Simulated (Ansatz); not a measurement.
Write a Python script for Ansatz's Python interface that makes Wannier functions of the valence bands of BaZrO3, space group Pm-3m. Settings: PBE, PAW, the default cutoff (420 eV here), 4×4×4 k-points, fixed occupations, D3BJATM dispersion.

Input file `bazro3.extxyz`:
```text
5
Lattice="4.19134 0.0 0.0 0.0 4.19134 0.0 0.0 0.0 4.19134" Properties=species:S:1:pos:R:3 pbc="T T T"
Ba    0.00000000    0.00000000    0.00000000
Zr    2.09567000    2.09567000    2.09567000
O     0.00000000    2.09567000    2.09567000
O     2.09567000    0.00000000    2.09567000
O     2.09567000    2.09567000    0.00000000
```

`wannier_bazro3.py`
```python
# -*- coding: utf-8 -*-
"""Localising the top valence bands of BaZrO3."""

from pathlib import Path

import ansatz as az
import tomllib


def main():
    xtal = az.Crystal.from_extxyz("bazro3.extxyz")

    job = (
        xtal.calculation()
        .functional("PBE", dispersion="d3bjatm")
        .scf(tolerance=1e-08)
        .kpoints(density=2.3)
        .occupations("fixed")
        .wannier(mesh=(3, 3, 3), projections=[az.TrialShell("O", "p")], minimise=True)
    )
    out = job.run(threads=1, runs_dir="w90")
    spreads = tomllib.loads(Path(out.output_folder, "results", "wannier.spreads.toml").read_text())
    print("converged:", spreads["converged"], "in", spreads["n_iter"], "steps; least projectability", round(spreads["least_projectability"], 3))
    print("invariant, diagonal, off-diagonal spread (A^2):", *(round(spreads[k], 4) for k in ("omega_i_ang2", "omega_d_ang2", "omega_od_ang2")))
    for function in spreads["wannier"]:
        print("centre", [round(v, 3) for v in function["r"]], "spread", round(function["spread"], 4))


if __name__ == "__main__":
    main()
```

Running `python wannier_bazro3.py` prints:
```text
DeckWarning: basis.ecutwfc = 420 eV, auto-derived from the records' recommended cutoffs: set by Ba (normal level)
converged: True in 7 steps; least projectability 0.858
invariant, diagonal, off-diagonal spread (A^2): 11.3252 0.0 0.0744
centre [2.096, 2.096, -0.0] spread 1.1139
centre [2.096, -0.0, 2.096] spread 1.1139
centre [0.0, 2.096, 2.096] spread 1.1139
centre [2.096, 0.0, 2.096] spread 1.343
centre [0.0, 2.096, 2.096] spread 1.343
centre [2.096, 2.096, -0.0] spread 1.343
centre [2.096, 2.096, 0.0] spread 1.343
centre [2.096, -0.0, 2.096] spread 1.343
centre [0.0, 2.096, 2.096] spread 1.343
```
(Warnings from the package without file and line.)

Caveats:
- Spin is left out of this run.
- The starting cell is as deposited in a crystallographic database; the results hold for this polymorph, which needn't be the stable one.
- Finished in 3.4 s on 1 thread of Arm Neoverse V1, on a shared host, peak memory 0.37 GiB.

(A comment or docstring line of the script was reworded after the run, the code is as it ran; lines on the test bed's own set-up are left out of the output.)
